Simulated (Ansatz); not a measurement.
# F2H6N2SSi2: a ladder of functionals and wavefunction methods

Aim: compute F2H6N2SSi2 with functionals from several rungs and with coupled cluster. The yardstick is the atomisation energy at the CCSD(T) limit.

Method: functionals in def2-TZVPP, the program's frozen cores in correlated methods; program: Ansatz 0.2.0, Gaussian basis.

Plan: PBE-D4, r2SCAN-D4, PBE0-D4, B3LYP-D4, ωB97X-V, ωB97M-V, B2PLYP; CCSD(T)/def2-TZVPP; MP2/def2-QZVPP; extrapolation to the limit.

## Step 1: The geometry

An earlier PBE0-D4 in a triple-zeta def2 set relaxation fixed the geometry.

SMILES `N[SiH2]S[Si](N)(F)F`, 13 atoms, charge 0, spin multiplicity 1.

Atoms are counted from 1 here; the program's logs count them from 0.

Bond lengths: N1–Si2 1.705 Å, N1–H8 1.008 Å, N1–H9 1.007 Å, Si2–S3 2.173 Å, Si2–H10 1.479 Å, Si2–H11 1.480 Å, S3–Si4 2.091 Å, Si4–N5 1.697 Å, Si4–F6 1.588 Å, Si4–F7 1.586 Å, N5–H12 1.008 Å, N5–H13 1.009 Å. Angles: Si2–N1–H8 118.7°, Si2–N1–H9 120.7°, H8–N1–H9 111.9°, N1–Si2–S3 117.6°, N1–Si2–H10 108.5°, N1–Si2–H11 108.1°, S3–Si2–H10 107.3°, S3–Si2–H11 102.4°, H10–Si2–H11 113.1°, Si2–S3–Si4 97.2°, S3–Si4–N5 111.9°, S3–Si4–F6 106.2°, S3–Si4–F7 113.9°, N5–Si4–F6 114.5°, N5–Si4–F7 105.2°, F6–Si4–F7 105.1°, Si4–N5–H12 119.0°, Si4–N5–H13 119.1° and more.

## Step 2: PBE-D4 (GGA)

in.yaml reads:

```yaml
crystal:
  periodic: [false, false, false]
  atoms:
    - {symbol: N, position_ang: [1.941271, -0.955469, -0.331232]}
    - {symbol: Si, position_ang: [1.499339, 0.688612, -0.421171]}
    - {symbol: S, position_ang: [0.251634, 1.485898, 1.169383]}
    - {symbol: Si, position_ang: [-1.567523, 0.710867, 0.490597]}
    - {symbol: N, position_ang: [-1.453064, -0.940862, 0.119380]}
    - {symbol: F, position_ang: [-2.641852, 1.062890, 1.605806]}
    - {symbol: F, position_ang: [-2.105578, 1.398990, -0.833013]}
    - {symbol: H, position_ang: [1.239108, -1.655197, -0.512378]}
    - {symbol: H, position_ang: [2.618384, -1.269776, 0.344783]}
    - {symbol: H, position_ang: [0.782376, 0.912239, -1.695130]}
    - {symbol: H, position_ang: [2.729550, 1.502870, -0.297238]}
    - {symbol: H, position_ang: [-1.138513, -1.580647, 0.831549]}
    - {symbol: H, position_ang: [-2.155121, -1.360412, -0.471346]}
basis:
  gaussian: {orbitals: def2-TZVPP}
hamiltonian: {xc: pbe, dispersion: d4}
output: {forces: true, orbitals: {seedname: orbitals}}
```

Launch:

```console
$ ansatz run in.yaml --threads 2 --pin off --events-out ev --progress --plain --max-ram 22528MiB --backend cuda --devices 0, --max-vram 18GiB
```

After this run come: r2SCAN-D4 (meta-GGA); PBE0-D4 (hybrid); B3LYP-D4 (hybrid); ωB97X-V (range-separated); ωB97M-V (range-separated); B2PLYP (double hybrid); CCSD(T) in def2-TZVPP; MP2 in def2-QZVPP.

**Question.** What will the summary of the whole plan be? Wanted: atomisation energy, CCSD(T)/CBS; farthest; mean size of error, hybrid; mean size of error, range-separated; gap, smallest and largest; T1 diagnostic; triples share of the correlation energy.

**Answer**, as computed:

| quantity | value |
| --- | --- |
| atomisation energy, CCSD(T)/CBS | 4844.5 kJ/mol |
| functionals within 24.2 kJ/mol (0.5 %) | ωB97X-V, ωB97M-V |
| farthest | B2PLYP (-85.4 kJ/mol) |
| mean size of error, hybrid | 43.3 kJ/mol |
| mean size of error, range-separated | 13.5 kJ/mol |
| gap, smallest and largest | 5.62 eV (PBE-D4), 12.05 eV (ωB97X-V) |
| T1 diagnostic | 0.0114 |
| triples share of the correlation energy | 3.5 % |

What this shows: PBE-D4 misses by +39.0 kJ/mol. Double hybrids carry the basis error of their MP2 part in triple zeta, and no dispersion term here, so their miss is partly the set-up's. Misses under about 24.2 kJ/mol are within the doubt on the reference itself, which lacks core-valence correlation, relativity and higher excitations. Hartree-Fock recovers 70 % of the binding; the rest is correlation. Orbital gaps span 5.6 to 12.1 eV; exact exchange widens them.
